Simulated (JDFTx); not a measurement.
# NaCl (Fm-3m) in JDFTx: settings compared, part 2 of 2

JDFTx 1.7.0 (patched build).

## Step 6: Single point, PBE0 (exact-exchange share 0.1)

Contents of NaCl.in:

```
lattice \
    0.0000000000     5.2800142563     5.2800142563 \
    5.2800142563     0.0000000000     5.2800142563 \
    5.2800142563     5.2800142563     0.0000000000
coords-type Cartesian
ion Cl     5.2800142563     5.2800142563     5.2800142563 1
ion Na     0.0000000000     0.0000000000     0.0000000000 1

ion-species pseudo/Cl.upf
ion-species pseudo/Na.upf
elec-cutoff 44 352
elec-ex-corr hyb-PBE0
exchange-parameters 0.1
kpoint-folding 2 2 2
elec-smearing Fermi 0.0018374661
elec-n-bands 14
electronic-SCF nIterations 100 energyDiffThreshold 1e-07
electronic-minimize nIterations 30 energyDiffThreshold 1e-7
converge-empty-states yes
forces-output-coords Cartesian

dump-name run.$VAR
dump End Ecomponents EigStats BandEigs Kpoints Forces Stress
```

Potentials or basis: PseudoDojo-SR-PBE-0.5-standard with smoothed tails.

The run is started by

```
jdftx -c 1 -i NaCl.in -o NaCl.out
```

Standard output:

```text
*************** JDFTx 1.7.0 (patched build) ***************

Input parsed successfully to the following command list (including defaults):
[... the input with its defaults ...]

---------- Setting up symmetries ----------

Found 48 point-group symmetries of the bravais lattice
Found 48 space-group symmetries with basis
Applied RMS atom displacement 4.79097e-16 bohrs to make symmetries exact.

---------- Initializing the Grid ----------
R =
[            0      5.28001      5.28001  ]
[      5.28001            0      5.28001  ]
[      5.28001      5.28001            0  ]
unit cell volume = 294.398
G =
[  -0.594997   0.594997   0.594997  ]
[   0.594997  -0.594997   0.594997  ]
[   0.594997   0.594997  -0.594997  ]
Minimum fftbox size, Smin = [  64  64  64  ]
Chosen fftbox size, S = [  64  64  64  ]

---------- Initializing tighter grid for wavefunction operations ----------
R =
[            0      5.28001      5.28001  ]
[      5.28001            0      5.28001  ]
[      5.28001      5.28001            0  ]
unit cell volume = 294.398
G =
[  -0.594997   0.594997   0.594997  ]
[   0.594997  -0.594997   0.594997  ]
[   0.594997   0.594997  -0.594997  ]
Minimum fftbox size, Smin = [  48  48  48  ]
Chosen fftbox size, S = [  48  48  48  ]

---------- Exchange Correlation functional ----------
Initalized PBE GGA exchange.
Initalized PBE GGA correlation.
Will include 0.1 x exact exchange.

---------- Setting up pseudopotentials ----------
Width of ionic core gaussian charges (only for fluid interactions / plotting) set to 0

Reading pseudopotential file 'pseudo/Cl.upf':
  'Cl' pseudopotential, 'PBE' functional
  Generated using ONCVPSP code by D. R. Hamann
  7 valence electrons, 2 orbitals, 6 projectors, 1001 radial grid points, with lMax = 2
    3S    l: 0   occupation:  2.0   eigenvalue: -0.760417
    3P    l: 1   occupation:  5.0   eigenvalue: -0.315867
  Core radius for overlap checks: 1.71 bohrs.

Reading pseudopotential file 'pseudo/Na.upf':
  'Na' pseudopotential, 'PBE' functional
  Generated using ONCVPSP code by D. R. Hamann
  9 valence electrons, 3 orbitals, 4 projectors, 1001 radial grid points, with lMax = 1
    2S    l: 0   occupation:  2.0   eigenvalue: -2.085640
    2P    l: 1   occupation:  6.0   eigenvalue: -1.053708
    3S    l: 0   occupation:  1.0   eigenvalue: -0.100838
  Core radius for overlap checks: 1.48 bohrs.

Initialized 2 species with 2 total atoms.
[... 187 lines left out ...]
	FillingsUpdate:  mu: +0.100000000  nElectrons: 16.000000
[... 28 further cycles ...]
SCF: Cycle: 30   F: -60.869451267577830   dF: -1.939e-10   |Residual|: 4.204e-06   |deigs|: 6.605e-08
	FillingsUpdate:  mu: +0.100000000  nElectrons: 16.000000
SCF: Cycle: 31   F: -60.869451270863223   dF: -3.285e-09   |Residual|: 3.570e-06   |deigs|: 1.903e-07
SCF: Converged (|Delta E|<1.000000e-07 for 2 iters).

	FillingsUpdate:  mu: +0.100000000  nElectrons: 16.000000
VxxLoop: Iter:  3   F: -60.869451270863223   dF: -6.540e-05
Constructing ACE exchange operator ... done.

	FillingsUpdate:  mu: +0.100000000  nElectrons: 16.000000
SCF: Cycle:  0   F: -60.869454538968199   dF: -3.268e-06   |Residual|: 2.822e-06   |deigs|: 7.518e-07
	FillingsUpdate:  mu: +0.100000000  nElectrons: 16.000000
SCF: Cycle:  1   F: -60.869454568140043   dF: -2.917e-08   |Residual|: 2.904e-06   |deigs|: 1.039e-06
	FillingsUpdate:  mu: +0.100000000  nElectrons: 16.000000
[... 6 further cycles ...]
SCF: Cycle:  8   F: -60.869454251190348   dF: -4.374e-08   |Residual|: 9.354e-06   |deigs|: 5.917e-07
	FillingsUpdate:  mu: +0.100000000  nElectrons: 16.000000
SCF: Cycle:  9   F: -60.869454339809309   dF: -8.862e-08   |Residual|: 6.395e-06   |deigs|: 1.056e-06
SCF: Converged (|Delta E|<1.000000e-07 for 2 iters).

	FillingsUpdate:  mu: +0.100000000  nElectrons: 16.000000
VxxLoop: Iter:  4   F: -60.869454339809309   dF: -3.069e-06
Constructing ACE exchange operator ... done.
[... 15 lines left out ...]
	FillingsUpdate:  mu: +0.100000000  nElectrons: 16.000000
SCF: Cycle:  0   F: -60.869454803843183   dF: +2.453e-07   |Residual|: 4.958e-08   |deigs|: 4.005e-08
	FillingsUpdate:  mu: +0.100000000  nElectrons: 16.000000
SCF: Cycle:  1   F: -60.869454807249483   dF: -3.406e-09   |Residual|: 6.065e-08   |deigs|: 2.811e-08
SCF: Converged (|Residual|<1.000000e-07 for 2 iters).

	FillingsUpdate:  mu: +0.100000000  nElectrons: 16.000000
VxxLoop: Iter:  6   F: -60.869454807249483   dF: +2.419e-07
Constructing ACE exchange operator ... done.

	FillingsUpdate:  mu: +0.100000000  nElectrons: 16.000000
SCF: Cycle:  0   F: -60.869454797658626   dF: +9.591e-09   |Residual|: 2.303e-08   |deigs|: 2.372e-09
	FillingsUpdate:  mu: +0.100000000  nElectrons: 16.000000
SCF: Cycle:  1   F: -60.869454825156716   dF: -2.750e-08   |Residual|: 5.668e-07   |deigs|: 7.103e-09
SCF: Converged (|deigs|<1.000000e-08 for 2 iters).

	FillingsUpdate:  mu: +0.100000000  nElectrons: 16.000000
VxxLoop: Iter:  7   F: -60.869454825156716   dF: -1.791e-08
Setting wave functions to eigenvectors of Hamiltonian
Converging empty states (this may take a while): |deigs|: 4.789e-09
Computing exact exchange ... done.

# Stress tensor in Cartesian coordinates [Eh/a0^3]:
[ -0.000116916            0            0  ]
[            0 -0.000116916            0  ]
[            0            0 -0.000116916  ]

# Ionic positions in cartesian coordinates:
ion Cl   5.280014256300001   5.280014256300001   5.280014256300001 1
ion Na   0.000000000000001   0.000000000000000   0.000000000000000 1

# Forces in Cartesian coordinates:
force Cl  -0.000000000000000  -0.000000000000000   0.000000000000000 1
force Na  -0.000000000000000   0.000000000000000   0.000000000000000 1

# Energy components:
   Eewald =      -34.7223689903193460
       EH =       20.5546984798827026
     Eloc =      -57.5431702886693941
      Enl =      -12.6348521878183995
      Exc =      -10.3675084745059873
 Exc_core =        1.2320327738489143
      EXX =       -0.9387464522584363
       KE =       33.5504603146832281
-------------------------------------
     Etot =      -60.8694548251567156

IonicMinimize: Iter:   0  F: -60.869454825156716  |grad|_K:        nan
IonicMinimize: None of the convergence criteria satisfied after 0 iterations.

#--- Lowdin population analysis ---
# oxidation-state Cl -0.719
# oxidation-state Na +0.752

Dumping 'run.eigStats' ...
	eMin: -1.833524 at state 0 ( [ +0.000000 +0.000000 +0.000000 ] spin 0 )
	HOMO: +0.031865 at state 0 ( [ +0.000000 +0.000000 +0.000000 ] spin 0 )
	mu  : +0.100000
	LUMO: +0.253595 at state 0 ( [ +0.000000 +0.000000 +0.000000 ] spin 0 )
	eMax: +0.654747 at state 1 ( [ +0.000000 +0.000000 +0.500000 ] spin 0 )
	HOMO-LUMO gap: +0.221730
	Optical gap  : +0.221730 at state 0 ( [ +0.000000 +0.000000 +0.000000 ] spin 0 )
Done!
[note: mu as printed may lie anywhere between the filled and the empty levels]
```

It took 6.2 min on 1 thread of Arm Neoverse V1, shared host; peak memory 0.2 GiB.

These settings aren't checked as converged: the numbers below hold their error.

Results:

```yaml
Free_energy: -1656.3422 eV
Pressure: 3.4 GPa
Band_gap_on_the_k_mesh: 6.03 eV, direct
Loewdin_charges: Cl -0.72; Na +0.75 e
```

Caveat: the k mesh is coarse (spacing up to 0.97 Å⁻¹), so the values aren't converged, least of all with exact exchange; the hybrid runs on potentials with a model core; the potentials were made for another functional, which shifts forces and pressure.

## Step 7: Overview

| level | potentials or basis | cutoff (eV) | gap on the mesh (eV) | pressure (GPa) |
| --- | --- | --- | --- | --- |
| LDA | PseudoDojo-SR-LDA-0.4.1-standard | 1197 | 4.80 | -1.8 |
| PBE | PseudoDojo-SR-PBE-0.5-standard | 1197 | 5.22 | 1.6 |
| PBEsol | PseudoDojo-SR-PBEsol-0.4.1-standard | 1197 | 5.04 | 0.2 |
| r2SCAN | SG15-PBE-1.2 | 1088 | 5.96 | 0.6 |

Alike in all rows: task single point; no spin polarisation; cell as given; k mesh 8 × 8 × 8; smearing fermi-dirac 0.05 eV.

Caveats: the potentials were made for another functional, which shifts forces and pressure (some runs).

Total energies depend on the potentials used, so only differences within one code and one set of settings carry meaning.
